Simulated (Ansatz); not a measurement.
Run this with Ansatz's Python interface and show what comes out.

Contents of `c2h6gete.xyz`:
```text
10

C    -0.93030   -1.39910   -1.11320
C     0.23100   -1.31010   -0.57990
Te    1.49920    0.32420   -0.98590
Ge    0.60760    1.60380    1.01200
H    -1.31770   -0.56570   -1.79670
H    -1.63820   -2.17470   -0.91830
H     0.59460   -2.10230    0.08130
H     0.80410    0.79580    2.30720
H    -0.98470    1.79620    0.83210
H     1.21760    2.98070    1.16450
```

The script, `energy_c2h6gete.py`:
```python
"""Single point of C2H6GeTe."""

import sys

import ansatz as az


def main() -> None:
    molecule = az.Crystal.molecule_from_extxyz("c2h6gete.xyz")

    setup = (
        molecule.calculation()
        .basis(gaussian="def2-SVP")
        .functional("b3lyp", dispersion="d4")
    )
    print(setup.to_yaml())
    try:
        rep = setup.run().report
    except az.AnsatzError as error:
        sys.exit(f"{type(error).__name__}: {error}")

    for key in ("converged", "free_energy_ev", "reference_energy_ev", "n_frozen", "n_occupied", "n_virtual"):
        print(f"{key:22s} {rep[key]}")


if __name__ == "__main__":
    main()
```

```console
$ python energy_c2h6gete.py
crystal:
  periodic: [false, false, false]
  atoms:
    - { symbol: C, position_ang: [-0.9303, -1.3991, -1.1132] }
    - { symbol: C, position_ang: [0.231, -1.3101, -0.5799] }
    - { symbol: Te, position_ang: [1.4992, 0.3242, -0.9859] }
    - { symbol: Ge, position_ang: [0.6076, 1.6038, 1.012] }
    - { symbol: H, position_ang: [-1.3177, -0.5657, -1.7967] }
    - { symbol: H, position_ang: [-1.6382, -2.1747, -0.9183] }
    - { symbol: H, position_ang: [0.5946, -2.1023, 0.0813] }
    - { symbol: H, position_ang: [0.8041, 0.7958, 2.3072] }
    - { symbol: H, position_ang: [-0.9847, 1.7962, 0.8321] }
    - { symbol: H, position_ang: [1.2176, 2.9807, 1.1645] }
basis:
  gaussian:
    orbitals: def2-SVP
hamiltonian:
  xc: b3lyp
  dispersion: d4

converged              True
free_energy_ev         -65977.79573544762
reference_energy_ev    -65977.37439245406
n_frozen               0
n_occupied             [37, 37]
n_virtual              [79, 79]
```

What to keep in mind:
- The settings weren't tested for convergence.
- The geometry is a force-field or estimated start, not a minimum of this method, and the basis set is short of its limit.
- def2 sets replace the cores of elements past krypton by effective core potentials.
- Total less reference energy is the dispersion correction.
- b3lyp holds the VWN-RPA fit, as in Gaussian; the form of ORCA and Turbomole is b3lyp5.
- Finished in 6.7 s on 1 thread of Intel(R) Xeon(R) Platinum 8259CL CPU @ 2.50GHz (Skylake/Cascade Lake) (shared host), peak memory 0.35 GiB.

(A comment or docstring line of the script was reworded after the run, the code is as it ran; lines on the test bed's own set-up are left out of the output.)
